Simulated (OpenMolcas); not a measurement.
# A workflow on AlGeNH4O (SMILES [NH2][GeH]1[O][AlH]1)

Wanted: the energy (HF/ANO-RCC-MB), then a single-point energy (CASSCF(2,2)/ANO-RCC-VDZP), then an energy scan (CASPT2(2,2)/ANO-RCC-VDZP), then an energy scan (SC-NEVPT2(2,2)/ANO-RCC-VDZP), then the energy along one coordinate (MC-PDFT[tPBE](2,2)/ANO-RCC-VDZP) of AlGeNH4O. 

Program for the calculation: OpenMolcas 26.06.

**1. Starting point**

AlGeNH4O has 8 atoms, charge 0, and is taken as a singlet. SMILES: `[NH2][GeH]1[O][AlH]1`. Geometry: relaxed at PBE0-D4/def2-TZVP. This is one conformer, not always the lowest.

Bond lengths: N1–Ge2 1.822 Å, Ge2–O3 1.896 Å, Ge2–Al4 2.331 Å, O3–Al4 1.699 Å, N1–H5 1.009 Å, N1–H6 1.008 Å, Ge2–H7 1.543 Å, Al4–H8 1.577 Å. Some angles: N1–Ge2–O3 114.7°, N1–Ge2–Al4 126.9°, O3–Ge2–Al4 46.0°, Ge2–O3–Al4 80.7°, Ge2–Al4–O3 53.4°, N1–Ge2–H7 103.9°, O3–Ge2–H7 108.8°, Al4–Ge2–H7 128.4°, Ge2–N1–H5 116.8°, Ge2–N1–H6 117.5°.

**2. A single-point energy at HF/ANO-RCC-MB (DKH2) (run 1)**

geom.xyz

```xyz
8

N     -1.000700     1.330400     0.514400
Ge     0.239100     0.000100     0.626900
O      1.177500    -0.346000    -0.983500
Al     0.431500    -1.856900    -0.769100
H     -0.662600     2.276400     0.611900
H     -1.682100     1.271200    -0.226100
H      1.237900     0.511900     1.685400
H      0.351700    -3.244100    -1.515600
```

step1.inp

```
&GATEWAY
 Coord
 geom.xyz
 Basis
 ANO-RCC-MB
 Group
 NoSym

&SEWARD

&SCF
 PrOrbitals
 0

&LOCALISATION
 Occupied
 Freeze
 Pipek-Mezey

&LOCALISATION
 FileOrb
 $Project.LocOrb
 Virtual
 Pipek-Mezey
```

Run with:

```console
$ export MOLCAS_MEM=1860
$ pymolcas step1.inp > step1.log
```

Standard output:

```text
--- Start Module: gateway ---
[...]
--- Stop Module: gateway /rc=_RC_ALL_IS_WELL_ ---
[...]
      Basis functions           41
[...]
       Convergence after  13 Iterations
[...]
::    Total SCF energy                              -2470.8701419011
[...]
      Total spin, S                                     0.0000000000
[...]
      Total electronic charge=   64.000000
      Total            charge=   -0.000000
[...]
      Dipole Moment (debye):
      Origin of the operator (angstrom)=    0.2474   -0.2681    0.1306
                   X= -1.1719E+00               Y= -1.3454E+00               Z= -8.7407E-02           Total=  1.7863E+00
      Quadrupole Moment (debye*angstrom):
[...]
--- Start Module: localisation ---
[...]
--- Stop Module: localisation /rc=_RC_ALL_IS_WELL_ ---
--- Start Module: localisation ---
[...]
--- Stop Module: localisation /rc=_RC_ALL_IS_WELL_ ---
[...]
```

Run time: 9.9 s. Hardware: 1 thread of Arm Neoverse N1, shared host; peak memory 0.42 GiB.

**3. A single-point energy at CASSCF(2,2)/ANO-RCC-VDZP (DKH2, RICD fitting) (run 2)**

geom.xyz is that of step 2.

step2.input

```
&GATEWAY
  COORD=geom.xyz
  BASIS=ANO-RCC-MB
  GROUP=NoSym

&SEWARD

&RASSCF
  FILEORB=$CurrDir/step1.LocOrb
  ALTER=2
  1 24 32
  1 33 38
  SPIN=1
  NACTEL=2 0 0
  INACTIVE=31
  RAS2=2
  ORBLISTING=Nothing
>>> COPY $Project.RunFile RUNFIL1
>>> COPY $Project.RasOrb INPORB

&GATEWAY
  COORD=geom.xyz
  BASIS=ANO-RCC-VDZP
  GROUP=NoSym
  RICD

&SEWARD
>>> COPY $Project.RunFile RUNFIL2

&EXPBAS

&RASSCF
  FILEORB=$Project.ExpOrb
  SPIN=1
  NACTEL=2 0 0
  INACTIVE=31
  RAS2=2
  ORBLISTING=Nothing
```

Run with:

```console
$ export MOLCAS_MEM=1860
$ pymolcas step2.input > step2.log
```

Standard output:

```text
--- Start Module: gateway ---
[...]
--- Stop Module: gateway /rc=_RC_ALL_IS_WELL_ ---
[...]
      Basis functions           41
[...]
      Number of active orbitals                  2
[...]
      Spin quantum number                      0.0
[...]
      Active orbitals                            2
[...]
      Number of CSFs                             3
[...]
      Number of root(s) required                 1
[...]
      Convergence after 10 iterations
[...]
      printout of CI-coefficients larger than  0.05 for root  1
      energy=   -2470.884557
      conf/sym  11     Coeff  Weight
             1  20   0.99328 0.98660
             3  02  -0.11575 0.01340
      Natural orbitals and occupation numbers for root  1
      sym 1:   1.973202   0.026798
      ************************************************************************************************************************
      *                                                    Final results                                                     *
[...]
::    RASSCF root number  1 Total energy:  -2470.88455721
[...]
      Basis functions           93
[...]
--- Start Module: expbas ---
[...]
--- Stop Module: expbas /rc=_RC_ALL_IS_WELL_ ---
--- Start Module: rasscf ---
[...]
      Convergence after 12 iterations
[...]
      Natural orbitals and occupation numbers for root  1
      sym 1:   1.976268   0.023732
      ************************************************************************************************************************
      *                                                    Final results                                                     *
[...]
::    RASSCF root number  1 Total energy:  -2471.17443515
[...]
      Total electronic charge=   64.000000
      Total            charge=   -0.000000
[...]
      Dipole Moment (debye):
      Origin of the operator (angstrom)=    0.2474   -0.2681    0.1306
                   X= -1.3879E+00               Y= -1.6670E+00               Z=  5.3926E-01           Total=  2.2352E+00
      Quadrupole Moment (debye*angstrom):
[...]
--- Stop Module: rasscf /rc=_RC_ALL_IS_WELL_ ---
[...]
```

Run time: 27 s. Hardware: 1 thread of Arm Neoverse N1, shared host; peak memory 0.42 GiB.

**4. An energy scan at CASPT2(2,2)/ANO-RCC-VDZP (DKH2, RICD fitting, ipea shift 0.25 Eh, pt2 variant SS) (run 3)**

step3.inp

```
>>> EXPORT MOLCAS_PRINT=2
>>> COPY $CurrDir/step2.RasOrb $Project.RasOrb
>>> ForEach K in (1, 2, 3, 4, 5, 6, 7, 8, 9)

&GATEWAY
 Coord=$CurrDir/point$K.xyz
 Basis=ANO-RCC-VDZP
 Group=NoSym
 RICD

&SEWARD

&RASSCF
 FileOrb=$Project.RasOrb
 Spin=1
 Nactel=2 0 0
 Inactive=31
 Ras2=2
 OrbListing=Nothing

&CASPT2
 Imaginary=0.2
 Frozen=16
>>> EndDo
```

Run with:

```console
$ export MOLCAS_MEM=1860
$ pymolcas step3.inp > step3.log
```

Standard output:

```text
[...]
      Basis functions           93
[...]
      Number of active orbitals                  2
[...]
      Spin quantum number                      0.0
[...]
      Active orbitals                            2
[...]
      Number of CSFs                             3
[...]
      Number of root(s) required                 1
[...]
      Convergence after 10 iterations
[...]
      Natural orbitals and occupation numbers for root  1
      sym 1:   1.983532   0.016468
      ************************************************************************************************************************
      *                                                    Final results                                                     *
[...]
::    RASSCF root number  1 Total energy:  -2471.16545049
[...]
::    CASPT2 Root  1     Total energy:  -2471.87189106
[...]
      Convergence after 10 iterations
[...]
      Natural orbitals and occupation numbers for root  1
      sym 1:   1.976252   0.023748
      ************************************************************************************************************************
      *                                                    Final results                                                     *
[...]
      Convergence after 12 iterations
[...]
      Natural orbitals and occupation numbers for root  1
      sym 1:   1.760694   0.239306
      ************************************************************************************************************************
      *                                                    Final results                                                     *
[...]
      Convergence after 13 iterations
[...]
      Natural orbitals and occupation numbers for root  1
      sym 1:   1.543791   0.456209
      ************************************************************************************************************************
      *                                                    Final results                                                     *
[...]
      Convergence after 15 iterations
[...]
      Natural orbitals and occupation numbers for root  1
      sym 1:   1.277701   0.722299
      ************************************************************************************************************************
      *                                                    Final results                                                     *
[...]
::    RASSCF root number  1 Total energy:  -2471.05835461
[...]
::    CASPT2 Root  1     Total energy:  -2471.75483930
[...]
      Convergence after 13 iterations
[...]
::    RASSCF root number  1 Total energy:  -2471.05574917
[...]
::    CASPT2 Root  1     Total energy:  -2471.75160821
[...]
```

Wall time 2.9 min (1 thread of Arm Neoverse N1, shared host); peak memory 0.24 GiB.

The scan, from its lowest point:

```csv
H7–Ge2 (Å),energy (kJ/mol)
1.388,17.2
1.543,0.0
1.697,19.7
1.928,76.6
2.237,159.4
2.623,240.3
3.085,296.3
3.703,324.6
4.628,333.0
```

**5. An energy scan at SC-NEVPT2(2,2)/ANO-RCC-VDZP (DKH2, RICD fitting, pt2 variant SC-NEVPT2) (run 4)**

step4.input

```
>>> COPY $CurrDir/step2.RasOrb $Project.RasOrb
>>> ForEach K in (1, 2, 3, 4, 5, 6, 7, 8, 9)

&gateway
 coord=$CurrDir/point$K.xyz
 basis=ANO-RCC-VDZP
 group=NoSym
 ricd

&seward

&rasscf
 fileorb=$Project.RasOrb
 spin=1
 nactel=2 0 0
 inactive=31
 ras2=2
 orblisting=Nothing

&caspt2
 sc-nevpt2
 frozen=16
>>> EndDo
```

Run with:

```console
$ export MOLCAS_MEM=1860
$ pymolcas step4.input > step4.log
```

Standard output:

```text
[...]
      Basis functions           93
[...]
      Number of active orbitals                  2
[...]
      Spin quantum number                      0.0
[...]
      Active orbitals                            2
[...]
      Number of CSFs                             3
[...]
      Number of root(s) required                 1
[...]
      Convergence after 10 iterations
[...]
      printout of CI-coefficients larger than  0.05 for root  1
      energy=   -2471.165450
      conf/sym  11     Coeff  Weight
             1  20   0.99587 0.99177
             3  02  -0.09074 0.00823
      Natural orbitals and occupation numbers for root  1
      sym 1:   1.983532   0.016468
      ************************************************************************************************************************
      *                                                    Final results                                                     *
[...]
::    RASSCF root number  1 Total energy:  -2471.16545049
[...]
      E2 (Variational):          -0.6997846579
[...]
::    SC-NEVPT2 Root  1     Total energy:  -2471.86520623
[...]
      Convergence after 10 iterations
[...]
      Natural orbitals and occupation numbers for root  1
      sym 1:   1.976252   0.023748
      ************************************************************************************************************************
      *                                                    Final results                                                     *
[...]
      Convergence after 12 iterations
[...]
      Natural orbitals and occupation numbers for root  1
      sym 1:   1.760694   0.239306
      ************************************************************************************************************************
      *                                                    Final results                                                     *
[...]
      Convergence after 13 iterations
[...]
      Natural orbitals and occupation numbers for root  1
      sym 1:   1.543791   0.456209
      ************************************************************************************************************************
      *                                                    Final results                                                     *
[...]
      Convergence after 15 iterations
[...]
::    RASSCF root number  1 Total energy:  -2471.05835461
[...]
::    SC-NEVPT2 Root  1     Total energy:  -2471.75375083
[...]
      Convergence after 13 iterations
[...]
::    RASSCF root number  1 Total energy:  -2471.05574917
[...]
      E2 (Variational):          -0.6952322815
[...]
      Reference weight:           0.82285
[...]
::    SC-NEVPT2 Root  1     Total energy:  -2471.75098145
[...]
```

It took 2.7 min on 1 thread of Arm Neoverse N1, shared host; peak memory 0.24 GiB.

The scan, from its lowest point:

```csv
H7–Ge2 (Å),energy (kJ/mol)
1.388,19.4
1.543,0.0
1.697,18.1
1.928,73.3
2.237,154.3
2.623,233.3
3.085,286.5
3.703,312.0
4.628,319.3
```

**6. An energy scan at MC-PDFT[tPBE](2,2)/ANO-RCC-VDZP (DKH2, RICD fitting) (run 5)**

step5.input

```
>>> EXPORT MOLCAS_PRINT=2
>>> COPY $CurrDir/step2.RasOrb $Project.RasOrb
>>> ForEach K in (1, 2, 3, 4, 5, 6, 7, 8, 9)

&GATEWAY
  Coord
  $CurrDir/point$K.xyz
  Basis
  ANO-RCC-VDZP
  Group
  NoSym
  RICD

&SEWARD

&RASSCF
  FileOrb
  $Project.RasOrb
  Spin
  1
  Nactel
  2 0 0
  Inactive
  31
  Ras2
  2
  OrbListing
  Nothing

&MCPDFT
  KSDFT
  T:PBE
>>> EndDo
```

Run with:

```console
$ export MOLCAS_MEM=1860
$ pymolcas step5.input > step5.log
```

Standard output:

```text
--- Start Module: gateway ---
[...]
      Basis functions           93
[...]
      Number of active orbitals                  2
[...]
      Spin quantum number                      0.0
[...]
      Active orbitals                            2
[...]
      Number of CSFs                             3
[...]
      Number of root(s) required                 1
[...]
      Convergence after 10 iterations
[...]
      printout of CI-coefficients larger than  0.05 for root  1
      energy=   -2471.165450
      conf/sym  11     Coeff  Weight
             1  20   0.99587 0.99177
             3  02  -0.09074 0.00823
      Natural orbitals and occupation numbers for root  1
      sym 1:   1.983532   0.016468
      ************************************************************************************************************************
      *                                                    Final results                                                     *
[...]
::    RASSCF root number  1 Total energy:  -2471.16545049
[...]
::    MCPDFT root number  1 Total energy:  -2473.52607092
[...]
      Convergence after 10 iterations
[...]
      Natural orbitals and occupation numbers for root  1
      sym 1:   1.976252   0.023748
      ************************************************************************************************************************
      *                                                    Final results                                                     *
[...]
      Convergence after 12 iterations
[...]
      Natural orbitals and occupation numbers for root  1
      sym 1:   1.760694   0.239306
      ************************************************************************************************************************
      *                                                    Final results                                                     *
[...]
      Convergence after 13 iterations
[...]
      Natural orbitals and occupation numbers for root  1
      sym 1:   1.543791   0.456209
      ************************************************************************************************************************
      *                                                    Final results                                                     *
[...]
      Convergence after 15 iterations
[...]
::    RASSCF root number  1 Total energy:  -2471.05835461
[...]
::    MCPDFT root number  1 Total energy:  -2473.41223582
[...]
      Convergence after 13 iterations
[...]
::    RASSCF root number  1 Total energy:  -2471.05574917
[...]
      Total electronic charge=   64.000000
      Total            charge=   -0.000000
[...]
::    MCPDFT root number  1 Total energy:  -2473.41008133
[...]
```

Wall time 2.9 min (1 thread of Arm Neoverse N1, shared host); peak memory 0.24 GiB.

The scan, from its lowest point:

```csv
H7–Ge2 (Å),energy (kJ/mol)
1.388,22.0
1.543,0.0
1.697,14.9
1.928,66.3
2.237,146.4
2.623,230.2
3.085,291.5
3.703,320.9
4.628,326.5
```

**7. Summary of results**

| quantity | value |
| --- | --- |
| run 1, HF/ANO-RCC-MB: total energy | -2470.87014 Eh |
| run 1, HF/ANO-RCC-MB: dipole moment | 1.79 D |
| run 1, HF/ANO-RCC-MB: HOMO energy | -9.06 eV |
| run 1, HF/ANO-RCC-MB: LUMO energy | 1.45 eV |
| run 1, HF/ANO-RCC-MB: HOMO–LUMO gap | 10.51 eV |
| run 2, CASSCF(2,2)/ANO-RCC-VDZP: total energy | -2471.17444 Eh |
| run 2, CASSCF(2,2)/ANO-RCC-VDZP: dipole moment (CASSCF density) | 2.24 D |
| run 3, CASPT2(2,2)/ANO-RCC-VDZP: lowest energy of the scan | -2471.87846 Eh |
| run 4, SC-NEVPT2(2,2)/ANO-RCC-VDZP: lowest energy of the scan | -2471.87258 Eh |
| run 5, MC-PDFT[tPBE](2,2)/ANO-RCC-VDZP: lowest energy of the scan | -2473.53445 Eh |

In words: Mulliken charges (run 2, CASSCF(2,2)/ANO-RCC-VDZP) run from -0.97 on O3 to +1.18 on Ge2.
